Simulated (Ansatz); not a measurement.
**AlAsH₅N: one structure at several levels**

The atoms stand at a structure displaced at random from a GFN2-xTB minimum. How far do the functionals agree with CCSD(T) there?

Computed with Ansatz 0.2.0, Gaussian basis. Level: single points in def2-TZVPP.

Correlated methods freeze the cores. Filled d shells of the heavier atoms are correlated. B3LYP uses VWN-RPA correlation.

**1. Where the work starts**

SMILES `[AlH2][NH][AsH2]`, 8 atoms, charge 0, spin multiplicity 1.

Atoms are counted from 1 here; the program's logs count them from 0.

Bond lengths: Al1–N2 1.764 Å, Al1–H4 1.458 Å, Al1–H5 1.479 Å, N2–As3 1.994 Å, N2–H6 0.859 Å, As3–H7 1.345 Å, As3–H8 1.405 Å. Angles: N2–Al1–H4 115.0°, N2–Al1–H5 120.1°, H4–Al1–H5 124.8°, Al1–N2–As3 104.1°, Al1–N2–H6 146.8°, As3–N2–H6 108.5°, N2–As3–H7 97.6°, N2–As3–H8 90.8°, H7–As3–H8 78.9°.

Geometry (Å):

```xyz
8

Al   -0.8997    0.6966   -0.5032
N     0.3335    0.6647    0.7581
As    1.1440   -1.1503    0.6015
H    -2.1791    0.1051   -0.1305
H    -0.5858    1.2614   -1.8332
H     0.6684    1.0549    1.4462
H     1.3997   -1.1177   -0.7189
H    -0.0559   -1.6641    0.0816
```

**2. CCSD(T)/def2-TZVPP**

run/in.yaml reads:

```yaml
crystal:
  periodic: [false, false, false]
  atoms:
    - {symbol: Al, position_ang: [-0.899700, 0.696600, -0.503200]}
    - {symbol: N, position_ang: [0.333500, 0.664700, 0.758100]}
    - {symbol: As, position_ang: [1.144000, -1.150300, 0.601500]}
    - {symbol: H, position_ang: [-2.179100, 0.105100, -0.130500]}
    - {symbol: H, position_ang: [-0.585800, 1.261400, -1.833200]}
    - {symbol: H, position_ang: [0.668400, 1.054900, 1.446200]}
    - {symbol: H, position_ang: [1.399700, -1.117700, -0.718900]}
    - {symbol: H, position_ang: [-0.055900, -1.664100, 0.081600]}
basis:
  gaussian: {orbitals: def2-TZVPP}
correlation: {method: ccsd_t}
output: {forces: true}
```

No record of the launch command was kept for these runs.

**3. PBE0-D4/def2-TZVPP**

run/in.yaml, as its differences from that of step 2:

```diff
@@ -13,3 +13,3 @@
   gaussian: {orbitals: def2-TZVPP}
-correlation: {method: ccsd_t}
-output: {forces: true}
+hamiltonian: {xc: pbe0, dispersion: d4}
+output: {forces: true, orbitals: {seedname: orbitals}}
```

**4. wB97M-V/def2-TZVPP**

run/in.yaml, as its differences from that of step 3:

```diff
@@ -13,3 +13,3 @@
   gaussian: {orbitals: def2-TZVPP}
-hamiltonian: {xc: pbe0, dispersion: d4}
-output: {forces: true, orbitals: {seedname: orbitals}}
+hamiltonian: {xc: {name: wB97M-V}}
+output: {forces: true}
```

**5. r2SCAN-D4/def2-TZVPP**

run/in.yaml, as its differences from that of step 4:

```diff
@@ -13,3 +13,3 @@
   gaussian: {orbitals: def2-TZVPP}
-hamiltonian: {xc: {name: wB97M-V}}
+hamiltonian: {xc: r2scan, dispersion: d4}
 output: {forces: true}
```

**6. PBE-D4/def2-TZVPP**

run/in.yaml, as its differences from that of step 5:

```diff
@@ -13,3 +13,3 @@
   gaussian: {orbitals: def2-TZVPP}
-hamiltonian: {xc: r2scan, dispersion: d4}
+hamiltonian: {xc: pbe, dispersion: d4}
 output: {forces: true}
```

**7. BHLYP-D4/def2-TZVPP**

run/in.yaml, as its differences from that of step 6:

```diff
@@ -13,3 +13,3 @@
   gaussian: {orbitals: def2-TZVPP}
-hamiltonian: {xc: pbe, dispersion: d4}
+hamiltonian: {xc: {name: BHLYP}, dispersion: d4}
 output: {forces: true}
```

**8. B3LYP-D4/def2-TZVPP**

run/in.yaml, as its differences from that of step 7:

```diff
@@ -13,3 +13,3 @@
   gaussian: {orbitals: def2-TZVPP}
-hamiltonian: {xc: {name: BHLYP}, dispersion: d4}
+hamiltonian: {xc: {name: B3LYP}, dispersion: d4}
 output: {forces: true}
```

(Steps that only read results are left out.)

Before running it: what results should come out? Wanted: energy less free atoms, CCSD(T)/def2-TZVPP; RMS force component; RMS force error; HOMO and LUMO, PBE0-D4; T1 diagnostic.

**Answer**, as computed:

| quantity | value |
| --- | --- |
| energy less free atoms, CCSD(T)/def2-TZVPP | -454.2 kcal/mol |
| RMS force component | 3.628 to 3.794 eV/Å over the methods |
| RMS force error | PBE0-D4 0.095, wB97M-V 0.050, r2SCAN-D4 0.084, PBE-D4 0.200, BHLYP-D4 0.142, B3LYP-D4 0.114 eV/Å |
| HOMO and LUMO, PBE0-D4 | -6.79 and -1.03 eV |
| T1 diagnostic | 0.011 |

**Reading.** Against CCSD(T) the functionals' energies less atoms differ by -20.7 to -6.8 kcal/mol, PBE-D4 by -15.4 kcal/mol. The reference is not at the basis limit: in triple zeta CCSD(T) underbinds, which counts against methods that bind more; the gaps are no ranking. On forces the order runs from wB97M-V to PBE-D4. Frozen-core CCSD(T) forces in triple zeta carry basis errors of their own, and this is one geometry, so small gaps rank nothing.
